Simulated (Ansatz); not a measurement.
# CH2NTe: the cost of one run

All numbers below are computed with Ansatz 0.2.0 (RKS PBE/def2-SVP).

## Step 1: Starting point

Bond lengths: N1–C2 1.152 Å, C2–Te3 2.017 Å, N1–H4 1.008 Å, Te3–H5 1.632 Å. Angles: N1–C2–Te3 175.7°, C2–N1–H4 179.4°, C2–Te3–H5 87.2°.

As a file:

```xyz
5

N    -1.0945   -0.7234   -0.2178
C    -0.1475   -0.2011    0.1797
Te    1.4911    0.6365    1.0042
H    -1.9215   -1.1753   -0.5745
H     1.6725    1.4633   -0.3916
```

## Step 2: End point A

input.yaml

```yaml
crystal:
  periodic: [false, false, false]
  atoms:
    - { symbol: "N", position_ang: [-1.09451, -0.72338, -0.21778] }
    - { symbol: C, position_ang: [-0.14755, -0.20108, 0.17974] }
    - { symbol: Te, position_ang: [1.49107, 0.63647, 1.00421] }
    - { symbol: H, position_ang: [-1.9215, -1.17531, -0.57452] }
    - { symbol: H, position_ang: [1.67249, 1.46329, -0.39165] }
total_charge: 1
basis:
  gaussian: { orbitals: def2-SVP }
hamiltonian:
  xc: pbe
relax:
  f_tol: 0.02
  max_steps: 50
```

Started as:

```
$ ansatz run input.yaml --threads 1 --pin off --max-ram 2048MiB --backend cpu --events-out ev --progress --plain --runs-dir out
```

Q: Estimate wall time and peak memory on 1 thread of Arm Neoverse V1, shared host.

About 7.1 s, with a peak of 0.12 GiB.
